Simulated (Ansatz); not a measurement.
**ZnHF (SMILES [F][ZnH]): one structure at several levels**

One table from this session's results is given with a row withheld; the runs are named, their logs left out.

Program: Ansatz 0.2.0, Gaussian basis. Level of theory: single points in def2-TZVPP. These are calculated values, not measurements.

Cores are frozen in the correlated methods. The 3s and 3p shells of Cu and Zn are frozen; filled d shells are correlated.

## Where the work starts

SMILES `[F][ZnH]`, 3 atoms, charge 0, spin multiplicity 1.

Atoms are counted from 1 here; the program's logs count them from 0.

Bond lengths: F1–Zn2 1.661 Å, Zn2–H3 1.592 Å. Angles: F1–Zn2–H3 171.0°.

Coordinates:

```mol
FHZn
  3D, bonds by distance, orders not assigned

  3  2  0  0  0  0  0  0  0  0999 V2000
   -1.2636    0.7514   -0.6063 F   0  0
    0.0546   -0.0369    0.0257 Zn  0  0
    1.3960   -0.5666    0.6999 H   0  0
  1  2  8  0
  2  3  8  0
M  END
```

Set-up of the first run:

The input, run/in.yaml:

```yaml
crystal:
  periodic: [false, false, false]
  atoms:
    - {symbol: F, position_ang: [-1.263562, 0.751370, -0.606291]}
    - {symbol: Zn, position_ang: [0.054567, -0.036921, 0.025673]}
    - {symbol: H, position_ang: [1.395958, -0.566559, 0.699889]}
basis:
  gaussian: {orbitals: def2-TZVPP}
hamiltonian: {xc: pbe, dispersion: d4}
output: {forces: true}
```

Started as:

```console
$ ansatz run in.yaml --threads 2 --pin off --events-out ev --progress --plain --max-ram 3481MiB
```

Steps of the session up to this table: PBE-D4/def2-TZVPP; r2SCAN-D4/def2-TZVPP; PBE0-D4/def2-TZVPP; wB97M-V/def2-TZVPP; CCSD(T)/def2-TZVPP.

One table of the session follows, with a row left open; its other results are not shown here.

| method | RMS force component (eV/Å) | angle to CCSD(T) forces (°) | dipole (D) |
| --- | --- | --- | --- |
| PBE-D4 | 1.747 | 1.9 | 1.59 |
| r2SCAN-D4 | ? | ? | ? |
| PBE0-D4 | 1.622 | 0.6 | 1.70 |
| wB97M-V | 1.718 | 0.3 | 1.66 |
| CCSD(T) | 1.641 | reference | 1.64 |

**Question.** Estimate the row for r2SCAN-D4.

The run gave: RMS force component (eV/Å): 1.612; angle to CCSD(T) forces (°): 2.5; dipole (D): 1.65. In the column «RMS force component (eV/Å)» it is the lowest.
